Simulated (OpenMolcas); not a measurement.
**Tm³⁺ among point charges: CASSCF and CASPT2 levels and susceptibility**

How does a field of 6 point charges split the states of Tm³⁺, and what χT follows?

The numbers are computed with OpenMolcas 26.06 (state-averaged CASSCF and CASPT2, spin-orbit coupling by RASSI with atomic mean-field integrals), except any that are marked as measured or tabulated.

**1. The atom as given**

* Species: Tm³⁺ (thulium, Z = 69, 66 electrons)
* Basis: ANO-RCC-VTZP [8s7p5d3f2g1h], 104 functions
* Scalar Hamiltonian: DKH2, point nucleus
* Inactive shells: 1s 2s 2p 3s 3p 3d 4s 4p 4d 5s 5p
* Active space: 12 electrons in 7 orbitals (4f)
* Some configurations of this space: 4f¹²
* Orbitals: optimised for the highest spin of each parity, averaged over all roots

The outer shells:

4f12
```
4f [↑↓][↑↓][↑↓][↑↓][↑↓][↑ ][↑ ]
```

The ion sits among 6 point charges of -1 e arranged as a trigonal antiprism (D3d), 2.44 Å from the ion, with a polar angle of 48.2° against the regular 54.74°.

Each step is its own input file, run in one work folder so that later steps find the files of earlier ones. Labels, J, g values, rates, χT and fits are worked out afterwards by a script from the matrices that RASSI stores. The input lists half of the charges; inversion (Group=XYZ) makes the rest.

**2. One- and two-electron integrals**

a.inp

```
&GATEWAY
Coord
1

Tm 0.0 0.0 0.0
Basis=ANO-RCC-VTZP
Group=XYZ
NoMove
AngMom=0.0 0.0 0.0
AMFI
XField
3 Angstrom 0
0.000000 1.818034 1.627376 -1.000000
1.574464 -0.909017 1.627376 -1.000000
1.574464 0.909017 -1.627376 -1.000000
&SEWARD
```

Started as:

```sh
OMP_NUM_THREADS=1 MOLCAS_MEM=2252 MOLCAS_PROJECT=a pymolcas a.inp > a.log
```

**3. Reference wave functions, triplets of even parity, 21 roots**

a.inp

```
&RASSCF
FileOrb=start.orb
Symmetry=1
Spin=3
nActEl=12 0 0
Inactive=15 12
Ras2=0 7
CIRoot=21 21 1
SDav=21
CIMx=300
Iter=120 100
PrWF=0.3
OrbListing=Nothing
MaxOrb=0
>>> COPY $Project.JobIph JOB001
```

start.orb holds the contracted functions of the basis, ordered by shell, or the orbitals of the step before.

**4. Reference wave functions, singlets of even parity, 28 roots**

a.inp

```
&RASSCF
FileOrb=start.orb
Symmetry=1
Spin=1
nActEl=12 0 0
Inactive=15 12
Ras2=0 7
CIRoot=28 28 1
SDav=28
CIMx=300
Iter=120 100
PrWF=0.3
OrbListing=Nothing
MaxOrb=0
CIOnly
>>> COPY $Project.JobIph JOB002
```

**5. RASSI: spin-orbit coupling between the states**

a.inp

```
&RASSI
NrOfJobIphs=2 21 27
1 2 3 4 5 6 7 8 9 10 11 12 13 14 15 16 17 18 19 20 21
1 2 3 4 5 6 7 8 9 10 11 12 13 14 15 16 17 18 19 20 21 22 23 24 25 26 27
IphNames
JOB001
JOB002
EJob
SpinOrbit
DIPRint=1.0
SOCoupling=1000.0
Subsets=2
Property=9
'ANGMOM' 1 'ANGMOM' 2 'ANGMOM' 3 'MLTPL  1' 1 'MLTPL  1' 2 'MLTPL  1' 3
'AMFI' 1 'AMFI' 2 'AMFI' 3
SOProperty=3
'ANGMOM' 1 'ANGMOM' 2 'ANGMOM' 3
```

**6. CASPT2: IPEA 0.25, imaginary shift 0.1 (closed shells correlated: 5s 5p)**

a.inp

```
>>> COPY JOB001 $Project.JobIph
&CASPT2
Multistate=21 1 2 3 4 5 6 7 8 9 10 11 12 13 14 15 16 17 18 19 20 21
NoMult
Frozen=14 9
IPEA=0.25
Imaginary=0.1
MaxIter=60
WThr=0.0 0.3 0.05
PrWF=0.5
NoMix
>>> COPY JOB002 $Project.JobIph
&CASPT2
Multistate=27 1 2 3 4 5 6 7 8 9 10 11 12 13 14 15 16 17 18 19 20 21 22
23 24 25 26 27
NoMult
Frozen=14 9
IPEA=0.25
Imaginary=0.1
MaxIter=60
WThr=0.0 0.3 0.05
PrWF=0.5
NoMix
```

(Steps that only read results are left out.)

**Question.** What will these runs give? Wanted: spin-free ground state; first state of the same spin within the active space; lowest level; next level.

As calculated:

| quantity | value |
| --- | --- |
| method | SS-CASPT2, IPEA 0.25, imaginary shift 0.1 (closed shells correlated: 5s 5p) |
| spin-free ground state | 3E, 2-fold in its orbital part |
| first state of the same spin within the active space | 3A2 at 7.53 cm⁻¹ |
| lowest level | 1-fold A1 |
| next level | 44.0 cm⁻¹ |
| χT at 300 K | 7.02 cm³ K/mol |
| effective moment at 300 K | 7.49 μB |

Cost by method:

```
                                              method  time of its own steps  time with the reference
                                           A. CASSCF                   11 s                     11 s
B. SS-CASPT2, IPEA 0.25, imaginary shift 0.1, +5s 5p                   23 s                     34 s
```

Times are of one thread on a shared host.

The spin-free ground state (3E) comes to 100 % from free-ion H terms and keeps the highest spin of the shell. The singlets rest on orbitals optimised for another spin in at least one step, which raises them against the optimised states. Not all states of the active space went into the spin-orbit step. CASPT2 does not keep the components of a term degenerate, and the means are used. Point charges carry no covalency, so the field is a model and not that of real ligands.
